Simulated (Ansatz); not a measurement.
# TlLaO2: a single-point run

Aim: a sound single-point run of TlLaO2. The structure is shown as the input types it. The cell is built on a prototype (ordering on rocksalt) and needn't be the phase found in nature.

Program: Ansatz 0.2.0. Level of theory: density functional or hybrid calculation with the settings of its input, plane waves (as first typed). These are calculated values, not measurements.

3 further runs of the same task are left out: 3 that didn't finish.

**1. The system as given**

It takes space group P4/mmm (No. 123, tetragonal). The conventional cell has a = 3.781 Å, b = 3.781 Å, c = 5.031 Å, α = 90.00°, β = 90.00°, γ = 90.00°. Tl (site symmetry 4/mmm) is surrounded by 6 O at 2.52 to 2.67 Å. O (site symmetry 4/mmm) has 2 Tl at 2.52 Å and 4 La at 2.67 Å as nearest neighbours. La (site symmetry 4/mmm) is surrounded by 6 O at 2.52 to 2.67 Å. Around O (site symmetry 4/mmm) lie 2 La at 2.52 Å and 4 Tl at 2.67 Å.

Structure file:

```cif
data_structure
_symmetry_space_group_name_H-M 'P 1'
_symmetry_Int_Tables_number 1
_cell_length_a 3.7807
_cell_length_b 3.7807
_cell_length_c 5.0309
_cell_angle_alpha 90.000
_cell_angle_beta 90.000
_cell_angle_gamma 90.000
_cell_volume 71.91
loop_
_atom_site_label
_atom_site_type_symbol
_atom_site_fract_x
_atom_site_fract_y
_atom_site_fract_z
_atom_site_occupancy
Tl1 Tl 0.00000 0.00000 0.00000 1
O1 O 0.00000 0.00000 0.50000 1
La1 La 0.50000 0.50000 0.50000 1
O2 O 0.50000 0.50000 0.00000 1
```

**2. Input and run**

Contents of input.yaml:

```yaml
crystal:
  lattice:
    - [3.7807354243, 0.0, 0.0]
    - [0.0, 3.7807354243, 0.0]
    - [0.0, 0.0, 5.0308832628]
  atoms:
    - { symbol: Tl, position: [0.0, 0.0, 0.0] }
    - { symbol: O, position: [0.0, 0.0, 0.5] }
    - { symbol: La, position: [0.5, 0.5, 0.5] }
    - { symbol: O, position: [0.5, 0.5, 0.0] }
kpoints:
  mp_grid: { grid: [6, 6, 4] }
hamiltonian:
  xc: pbesol
scf:
  occupations: { method: fermi_dirac, width: 0.02 }
  n_extra_bands: 5
  max_iter: 61
output:
  forces: true
  stress: true
  eigenvalues: true
basis:
  ecutwfc: 120
```

Run with:

```console
ansatz run input.yaml --threads 4 --pin off --max-ram 3686MiB --backend cpu --events-out ev --progress --plain --runs-dir out
```

**Question.** How will this run end, and is anything wrong with its input?

The program finished normally, with warnings (cutoff below recommended). It gives a pressure of 27 GPa, which is large; a structure far from rest gives such values too, whatever the setting.

In the input, basis.ecutwfc is 120. With so few plane waves the basis is incomplete by a wide margin. The potentials' recommended cutoff is 420 eV.

To check: delete basis.ecutwfc (the default then holds).
